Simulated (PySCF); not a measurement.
# Br2GeH2 in PySCF: atomic charges with MN15-L+D3

Aim: the atomic charges of Br2GeH2 with MN15-L+D3.

Program: PySCF 2.14.0. These are calculated values, not measurements. Logs are shortened: lines on timing, memory, paths and dates and some standing lists are left out, and cuts for length are marked.

### Step 1. The molecule as given

The cell holds a molecule in a box, 5 atoms: a = 13.000 Å, b = 12.000 Å, c = 12.000 Å, α = 90.00°, β = 90.00°, γ = 90.00°.

### Step 2. Atomic charges, MN15-L+D3

run.py reads:

```python
import json
import numpy as np
from pyscf.pbc import gto, scf, dft, df
from pyscf.pbc.tools import pyscf_ase
from ase.io import read

atoms = read('GeH2Br2.cif')
cell = pyscf_ase.cell_from_ase(atoms)
cell.basis = 'def2-svp'
cell.exp_to_discard = 0
cell.precision = 1e-08
cell.max_memory = 2520  # MB
cell.verbose = 4
cell.build()

res = {}
from pyscf.dispersion import dftd3
d = dftd3.DFTD3Dispersion(cell, xc='mn15l', version='d3zero', atm=False).get_dispersion(grad=True)
print('dispersion energy = %.10f' % d['energy'])
res['e_disp'] = float(d['energy'])

kpts = cell.make_kpts([1, 1, 1])
mf = dft.KRKS(cell, kpts, xc='MGGA_X_MN15_L,MGGA_C_MN15_L')
mf = mf.density_fit()
mf.with_df._cderi = 'cderi.h5'  # three-centre integrals saved by an earlier run on this cell, basis and mesh
mf.conv_tol = 1e-07
mf.max_cycle = 60

mf.kernel()
res.update(converged=bool(mf.converged), e_tot=mf.e_tot, nelec=cell.nelectron, nao=cell.nao, mesh=list(map(int, cell.mesh)), a=cell.lattice_vectors().tolist(), coords=cell.atom_coords().tolist(),
           mo_energy=[np.real(x).tolist() for x in mf.mo_energy], mo_occ=[np.real(x).tolist() for x in mf.mo_occ])
res.update(kpts=cell.get_scaled_kpts(kpts).tolist())
res['parts'] = {k: float(np.real(v)) for k, v in mf.scf_summary.items() if np.isscalar(v)}
json.dump(res, open('results.json', 'w'))
if not mf.converged:
    raise SystemExit('SCF not converged')

print('levels (eV)')
for i, kp in enumerate(res['kpts'][:40]):
    print('k %7.4f %7.4f %7.4f  ' % tuple(kp), ' '.join('%.3f' % (x * 27.211386) for x in res['mo_energy'][i][:57]))

# Mulliken populations
dm, s = np.asarray(mf.make_rdm1()), np.asarray(mf.get_ovlp())
sites = cell.aoslice_by_atom()[:, 2:]
tot = np.einsum('kij,kji->i', dm, s).real / len(kpts)
res['mulliken'] = [cell.atom_charge(i) - tot[a0:a1].sum() for i, (a0, a1) in enumerate(sites)]
print('Mulliken charges', np.round(res['mulliken'], 5))
res['meta_lowdin'] = mf.mulliken_meta()[1].tolist()
res['done'] = True
json.dump(res, open('results.json', 'w'))
```

GeH2Br2.cif reads:

```cif
data_GeH2Br2
_cell_length_a 13.00000000
_cell_length_b 12.00000000
_cell_length_c 12.00000000
_cell_angle_alpha 90.00000000
_cell_angle_beta 90.00000000
_cell_angle_gamma 90.00000000
_space_group_name_H-M_alt 'P1'
_space_group_name_Hall 'P 1'
_space_group_IT_number 1
loop_
_space_group_symop_operation_xyz
'x,y,z'
loop_
_atom_site_label
_atom_site_type_symbol
_atom_site_symmetry_multiplicity
_atom_site_Wyckoff_symbol
_atom_site_fract_x
_atom_site_fract_y
_atom_site_fract_z
_atom_site_occupancy
Br1 Br 1 a 0.3932615400 0.5283416700 0.6243708300 1
Ge1 Ge 1 a 0.4495384600 0.4942000000 0.4463375000 1
Br2 Br 1 a 0.6174846200 0.4355750000 0.4525708300 1
H1 H 1 a 0.4456846200 0.6037083300 0.3812958300 1
H2 H 1 a 0.3845153800 0.3997916700 0.3977125000 1
```

Potentials or basis: def2-svp (all-electron).

Started as:

```
$ OMP_NUM_THREADS=2 python -u run.py > log
```

What it wrote:

```text
Discarded 0 diffused primitive functions, 0 contracted functions

PySCF version 2.14.0

[INPUT] verbose = 4
[INPUT] num. atoms = 5
[INPUT] num. electrons = 104
[INPUT] charge = 0
[INPUT] spin (= nelec alpha-beta = 2S) = 0
[INPUT] symmetry False subgroup None
[INPUT] Mole.unit = angstrom
[INPUT] Symbol           X                Y                Z      unit          X                Y                Z       unit  Magmom
[INPUT]  1 Br     5.112400020000   6.340100040000   7.492449960000 AA    9.661035877021  11.981052677944  14.158678426408 Bohr   0.0
[INPUT]  2 Ge     5.843999980000   5.930400000000   5.356050000000 AA   11.043559434164  11.206831809121  10.121467609477 Bohr   0.0
[INPUT]  3 Br     8.027300060000   5.226900000000   5.430849960000 AA   15.169398633105   9.877409480489  10.262819048005 Bohr   0.0
[INPUT]  4 H      5.793900060000   7.244499960000   4.575549960000 AA   10.948884306501  13.690120833823   8.646536293665 Bohr   0.0
[INPUT]  5 H      4.998699940000   4.797500040000   4.772550000000 AA    9.446173865480   9.065961158190   9.018812415793 Bohr   0.0

nuclear repulsion = 94.835608831435
number of shells = 42
number of NR pGTOs = 236
number of NR cGTOs = 106
basis = def2-svp
ecp = {}
lattice vectors  a1 [24.566439619, 0.000000000, 0.000000000]
                 a2 [0.000000000, 22.676713495, 0.000000000]
                 a3 [0.000000000, 0.000000000, 22.676713495]
dimension = 3
low_dim_ft_type = None
Cell volume = 12632.9
exp_to_discard = 0
rcut = 25.386339427585796 (nimgs = [2 2 2])
precision = 1e-08
pseudo = None
ke_cutoff = 7419713.715978655
    = [30125 27809 27809] mesh (23296881990125 PWs)
dispersion energy = -0.0000261554

******** <class 'pyscf.pbc.dft.krks.KRKS'> ********
method = KRKS
initial guess = minao
damping factor = 0
level_shift factor = 0
DIIS = <class 'pyscf.scf.diis.CDIIS'>
diis_start_cycle = 1
diis_space = 8
diis_damp = 0
SCF conv_tol = 1e-07
SCF conv_tol_grad = None
SCF max_cycles = 60
direct_scf = True
direct_scf_tol = 1e-13

******** PBC SCF flags ********
N kpts = 1
Exchange divergence treatment (exxdiv) = ewald
    madelung (= occupied orbital energy shift) = 0.12155911601066527
    Total energy shift due to Ewald probe charge = -1/2 * Nelec*madelung = -6.32107403255
DF object = <pyscf.pbc.df.df.GDF object>
XC functionals = MGGA_X_MN15_L,MGGA_C_MN15_L
small_rho_cutoff = 0
radial grids:
    Treutler-Ahlrichs [JCP 102, 346 (1995); DOI:10.1063/1.469408] (M4) radial grids

becke partition: Becke, JCP 88, 2547 (1988); DOI:10.1063/1.454033
pruning grids: <function nwchem_prune>
grids dens level: 3
symmetrized grids: False
atomic radii adjust function: <function treutler_atomic_radii_adjust>
Set gradient conv threshold to 0.000316228

******** <class 'pyscf.pbc.df.rsdf_builder._RSNucBuilder'> ********
mesh = [47 45 45] (95175 PWs)
ke_cutoff = 17.302185920816544
omega = 0.5229654415994075
exclude_d_aux = False
exclude_dd_block = True
j2c_eig_always = False
has_long_range = True
tot grids = 81104
cell vol = 12632.8822  sum(weights) = 12654.5754
nelec by numeric integration = 103.99999693328881
init E= -7225.08018491722
  HOMO = -0.26729860134  LUMO = -0.010551495692  gap/eV = 6.98644
nelec by numeric integration = 103.99999773573612
cycle= 1 E= -7225.77563648274  delta_E= -0.695  |g|= 0.584  |ddm|= 2.64
  HOMO = -0.259327861253  LUMO = -0.0674375738126  gap/eV = 5.22160
nelec by numeric integration = 103.99999773700199
cycle= 2 E= -7225.72105165289  delta_E= 0.0546  |g|= 0.782  |ddm|= 1.18
  HOMO = -0.261532629136  LUMO = -0.0258412216575  gap/eV = 6.41349
nelec by numeric integration = 103.999997778595
cycle= 3 E= -7225.82514603767  delta_E= -0.104  |g|= 0.0885  |ddm|= 0.793
  HOMO = -0.259735437406  LUMO = -0.0278642190931  gap/eV = 6.30954
nelec by numeric integration = 103.99999776737809
cycle= 4 E= -7225.82671837811  delta_E= -0.00157  |g|= 0.0165  |ddm|= 0.118
  HOMO = -0.261111511205  LUMO = -0.0273066676436  gap/eV = 6.36215
nelec by numeric integration = 103.999997773198
cycle= 5 E= -7225.8267894133  delta_E= -7.1e-05  |g|= 0.00324  |ddm|= 0.0288
  HOMO = -0.260930661477  LUMO = -0.0273586760077  gap/eV = 6.35582
nelec by numeric integration = 103.99999777312439
cycle= 6 E= -7225.82679334308  delta_E= -3.93e-06  |g|= 0.00025  |ddm|= 0.00524
  HOMO = -0.260938991375  LUMO = -0.0273588393956  gap/eV = 6.35604
nelec by numeric integration = 103.9999977731489
cycle= 7 E= -7225.82679335982  delta_E= -1.67e-08  |g|= 0.000133  |ddm|= 0.000491
  HOMO = -0.260926316686  LUMO = -0.0273377079163  gap/eV = 6.35627
nelec by numeric integration = 103.99999777326497
Extra cycle  E= -7225.8267933603  delta_E= -4.78e-10  |g|= 0.000133  |ddm|= 0.000329
converged SCF energy = -7225.8267933603
levels (eV)
k  0.0000  0.0000  0.0000   -13117.483 -13117.478 -10832.652 -1689.802 -1689.797 -1527.890 -1527.885 -1527.817 -1527.815 -1527.811 -1527.810 -1346.872 -1203.157 -1203.142 -1203.117 -233.594 -233.589 -175.965 -175.961 -175.651 -175.646 -175.636 -175.631 -169.172 -120.369 -120.292 -120.166 -69.045 -69.041 -68.975 -68.970 -68.966 -68.960 -68.741 -68.740 -68.736 -68.735 -32.345 -32.333 -32.219 -32.216 -32.175 -20.098 -19.452 -13.901 -9.822 -9.460 -9.382 -7.485 -7.325 -7.102 -7.100 -0.744 -0.078 0.967 1.724 5.019
Mulliken charges [-0.27527  0.65997 -0.27443 -0.05507 -0.05519]
 ** Mulliken pop on meta-lowdin orthogonal AOs **
 ** Mulliken pop  **
pop of  0 Br 1s           2.00000
pop of  0 Br 2s           1.99985
pop of  0 Br 3s           1.99923
pop of  0 Br 4s           1.90820
pop of  0 Br 5s           0.00391
pop of  0 Br 2px          1.99999
pop of  0 Br 2py          1.99999
pop of  0 Br 2pz          1.99999
pop of  0 Br 3px          1.99978
pop of  0 Br 3py          1.99979
pop of  0 Br 3pz          1.99970
pop of  0 Br 4px          1.87384
pop of  0 Br 4py          1.92875
pop of  0 Br 4pz          1.51511
pop of  0 Br 5px          0.00088
pop of  0 Br 5py          0.00103
pop of  0 Br 5pz          0.00135
pop of  0 Br 3dxy         1.99981
pop of  0 Br 3dyz         1.99981
pop of  0 Br 3dz^2        1.99980
pop of  0 Br 3dxz         1.99981
pop of  0 Br 3dx2-y2      1.99981
pop of  0 Br 4dxy         0.00053
pop of  0 Br 4dyz         0.00267
pop of  0 Br 4dz^2        0.00694
pop of  0 Br 4dxz         0.00410
pop of  0 Br 4dx2-y2      0.00049
pop of  0 Br 5dxy         0.00005
pop of  0 Br 5dyz         0.00006
pop of  0 Br 5dz^2        0.00006
pop of  0 Br 5dxz         0.00006
pop of  0 Br 5dx2-y2      0.00005
pop of  1 Ge 1s           2.00000
pop of  1 Ge 2s           1.99994
pop of  1 Ge 3s           1.99954
pop of  1 Ge 4s           1.13691
pop of  1 Ge 5s           0.00691
pop of  1 Ge 2px          1.99999
pop of  1 Ge 2py          1.99999
pop of  1 Ge 2pz          1.99999
pop of  1 Ge 3px          1.99986
pop of  1 Ge 3py          1.99988
pop of  1 Ge 3pz          1.99986
pop of  1 Ge 4px          0.63902
pop of  1 Ge 4py          0.86695
pop of  1 Ge 4pz          0.65616
pop of  1 Ge 5px          0.01124
pop of  1 Ge 5py          0.01114
pop of  1 Ge 5pz          0.01100
pop of  1 Ge 3dxy         1.99923
pop of  1 Ge 3dyz         1.99917
pop of  1 Ge 3dz^2        1.99929
pop of  1 Ge 3dxz         1.99941
pop of  1 Ge 3dx2-y2      1.99920
pop of  1 Ge 4dxy         0.00452
pop of  1 Ge 4dyz         0.00473
pop of  1 Ge 4dz^2        0.00503
pop of  1 Ge 4dxz         0.00539
pop of  1 Ge 4dx2-y2      0.00454
pop of  1 Ge 5dxy         0.00226
pop of  1 Ge 5dyz         0.00201
pop of  1 Ge 5dz^2        0.00266
pop of  1 Ge 5dxz         0.00321
pop of  1 Ge 5dx2-y2      0.00219
pop of  2 Br 1s           2.00000
pop of  2 Br 2s           1.99985
pop of  2 Br 3s           1.99924
pop of  2 Br 4s           1.90824
pop of  2 Br 5s           0.00390
pop of  2 Br 2px          1.99999
pop of  2 Br 2py          1.99999
pop of  2 Br 2pz          1.99999
pop of  2 Br 3px          1.99969
pop of  2 Br 3py          1.99978
pop of  2 Br 3pz          1.99979
pop of  2 Br 4px          1.49300
pop of  2 Br 4py          1.89923
pop of  2 Br 4pz          1.92470
pop of  2 Br 5px          0.00138
pop of  2 Br 5py          0.00106
pop of  2 Br 5pz          0.00081
pop of  2 Br 3dxy         1.99981
pop of  2 Br 3dyz         1.99981
pop of  2 Br 3dz^2        1.99981
pop of  2 Br 3dxz         1.99981
pop of  2 Br 3dx2-y2      1.99980
pop of  2 Br 4dxy         0.00395
pop of  2 Br 4dyz         0.00043
pop of  2 Br 4dz^2        0.00251
pop of  2 Br 4dxz         0.00241
pop of  2 Br 4dx2-y2      0.00546
pop of  2 Br 5dxy         0.00006
pop of  2 Br 5dyz         0.00005
pop of  2 Br 5dz^2        0.00005
pop of  2 Br 5dxz         0.00006
pop of  2 Br 5dx2-y2      0.00006
pop of  3 H 1s            1.06132
pop of  3 H 2s            0.00466
pop of  3 H 2px           0.00015
pop of  3 H 2py           0.00238
pop of  3 H 2pz           0.00076
pop of  4 H 1s            1.06140
pop of  4 H 2s            0.00466
pop of  4 H 2px           0.00098
pop of  4 H 2py           0.00186
pop of  4 H 2pz           0.00045
 ** Mulliken atomic charges  **
charge of    0Br =     -0.24542
charge of    1Ge =      0.62877
charge of    2Br =     -0.24472
charge of    3H =     -0.06928
charge of    4H =     -0.06935
```

Wall time 22 s (2 threads of Intel Xeon at 2.70GHz, shared host); peak memory 1.9 GiB.

Results:

```yaml
Free_energy: -196624.7645 eV
Gap_between_the_frontier_levels: 6.36 eV
Meta-löwdin_charges: Br -0.25, -0.24; Ge +0.63; H -0.07 e
Dispersion_energy_per_atom: 0.000 eV
```

Levels at points of the mesh, in eV from the valence-band top:
```csv
k point,band 50,band 51,band 52,band 53,band 54,band 55
"(0.00, 0.00, 0.00)",-0.23,0.00,0.00,6.36,7.02,8.07
```

Caveat: this is a molecule in a periodic box at the Γ point, so its band gap is the HOMO-LUMO gap; the energy listed adds the dispersion energy to the SCF energy of the log; population charges move with the basis; relativity is left out, which matters for the heavier elements; the basis of atomic orbitals isn't converged, which shifts pressures, moduli and gaps.
